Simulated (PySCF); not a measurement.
**Solver options tried on InN (triplet)**

The same problem is solved with other solver options, one edit a run.

Method: method and basis as typed in the scripts; program: PySCF 2.14.0.

5 further runs of the same task are left out: 1 for a known fault of the program, 4 that didn't finish.

### Step 1. Where the work starts

InN (triplet): 2 atoms, charge 0, spin multiplicity 3.

Bond lengths: In1–N2 2.045 Å.

### Step 2. The run that the others are compared with

Contents of input.py:

```python
from pyscf import gto, scf, mp

mol = gto.M(
    atom='In 0 0 0; N 0 0 2.045',
    basis='def2-svpd',
    ecp={'In': 'def2-svpd'},
    charge=0,
    spin=2,
    symmetry=True,
    verbose=3,
)
mf = scf.UHF(mol)
mf.kernel()
mp.MP2(mf, frozen=5).kernel()
mf.dip_moment()
print('orbital energies (hartree):', [e[max(0, n-3):n+3].round(4) for e, n in zip(mf.mo_energy, mol.nelec)])
```

Launch:

```console
$ OMP_NUM_THREADS=1 python input.py
```

Its log is not repeated here.

It gives: E(SCF) = -243.543956 Eh, E(MP2) − E(SCF) = -0.16831 Eh, ⟨S²⟩ = 2.026, μ = 1.59 D (of the SCF density).

The bond length is a typed value, not an optimised one. The triplet is typed in the script; nothing here shows that it is the ground state.

### Step 3. DIIS space 12

Edit 1 changes DIIS space: default → 12.

input.py, as its differences from that of step 2:

```diff
@@ -12,2 +12,3 @@
 mf = scf.UHF(mol)
+mf.diis_space = 12
 mf.kernel()
```

Launch:

```console
$ OMP_NUM_THREADS=1 python input.py
```

Output:

```text
converged SCF energy = -243.543955541458  <S^2> = 2.0257859  2S+1 = 3.0171416
E(UMP2) = -243.712269794991  E_corr = -0.168314253532988
E(SCS-UMP2) = -243.708517399212  E_corr = -0.164561857754228
Dipole moment(X, Y, Z, Debye):  0.00000,  0.00000, -1.59353
orbital energies (hartree): [array([-0.496 , -0.4917, -0.3125,  0.0288,  0.0288,  0.0599]), array([-0.777 , -0.4333, -0.2832,  0.0077,  0.0077,  0.061 ])]
```

It took 1.2 s on 1 thread of Arm Neoverse V1, shared host.

This run: E(SCF) = -243.543956 Eh (no change), E(MP2) − E(SCF) = -0.16831 Eh, ⟨S²⟩ = 2.026, μ = 1.59 D (of the SCF density).

### Step 4. Convergence threshold 1e-13 hartree

Edit 2 changes convergence threshold: default → 1e-13 hartree.

input.py, as its differences from that of step 2:

```diff
@@ -12,2 +12,3 @@
 mf = scf.UHF(mol)
+mf.conv_tol = 1e-13
 mf.kernel()
```

Launch:

```console
$ OMP_NUM_THREADS=1 python input.py
```

Output:

```text
converged SCF energy = -243.543955541459  <S^2> = 2.0257859  2S+1 = 3.0171416
E(UMP2) = -243.712269785437  E_corr = -0.16831424397874
E(SCS-UMP2) = -243.708517390762  E_corr = -0.164561849303079
Dipole moment(X, Y, Z, Debye):  0.00000,  0.00000, -1.59352
orbital energies (hartree): [array([-0.496 , -0.4917, -0.3125,  0.0288,  0.0288,  0.0599]), array([-0.777 , -0.4333, -0.2832,  0.0077,  0.0077,  0.061 ])]
```

It took 1.3 s on 1 thread of Arm Neoverse V1, shared host.

This run: E(SCF) = -243.543956 Eh (no change), E(MP2) − E(SCF) = -0.16831 Eh, ⟨S²⟩ = 2.026, μ = 1.59 D (of the SCF density).

### Step 5. Smearing width 0.2 hartree

Edit 3 changes smearing width: none → 0.2 hartree; step after the SCF: mp2 → none.

input.py, as its differences from that of step 2:

```diff
@@ -1,2 +1,2 @@
-from pyscf import gto, scf, mp
+from pyscf import gto, scf
 
@@ -12,4 +12,4 @@
 mf = scf.UHF(mol)
+mf = scf.addons.smearing_(mf, sigma=0.2, method='fermi')
 mf.kernel()
-mp.MP2(mf, frozen=5).kernel()
 mf.dip_moment()
```

Launch:

```console
$ OMP_NUM_THREADS=1 python input.py
```

Output:

```text
converged SCF energy = -241.899648182268  <S^2> = -1.1368684e-13  2S+1 = 1
Dipole moment(X, Y, Z, Debye):  0.00000,  0.00000,  1.56666
orbital energies (hartree): [array([-0.4043, -0.4043, -0.2912, -0.0723, -0.0723,  0.0061]), array([-1.151 , -0.5459, -0.4043, -0.4043, -0.2912, -0.0723])]
```

Wall time 1.1 s (1 thread of Arm Neoverse V1, shared host).

The smearing width (0.2 hartree) was meant as a poor choice, so the numbers below may not describe InN (triplet) as the base run means it. Result: E(SCF) = -241.899648 Eh, ⟨S²⟩ = 0.000, μ = 1.57 D (reversed against the base).

Smearing with one chemical potential does not keep the typed spin. The energy is that at the smeared occupations, without the entropy term. Smearing with one chemical potential need not keep the typed spin, and ⟨S²⟩ has no meaning at fractional occupations. Both spins end with the same levels: the smearing has lost the typed open shell.

### Step 6. Side by side

```csv
run,E(SCF) (hartree),from base (eV),SCF dipole (D),after the SCF
base,-243.543956,0,1.59,"MP2 correlation -4.580 eV, core frozen"
DIIS space 12,-243.543956,0.0000,1.59,"MP2 correlation -4.580 eV, core frozen"
convergence threshold 1e-13 hartree,-243.543956,0.0000,1.59,"MP2 correlation -4.580 eV, core frozen"
smearing width 0.2 hartree (poor choice),-241.899648,not comparable,1.57,n/a
```

Wall time on 1 thread of Arm Neoverse V1, shared host, start-up included: base 1.2 s; DIIS space 12 1.2 s; convergence threshold 1e-13 hartree 1.3 s; smearing width 0.2 hartree (poor choice) 1.1 s.

In words: No change of the SCF energy comes from DIIS space 12 or convergence threshold 1e-13 hartree. Rows marked «poor choice» come from settings spoiled on purpose.
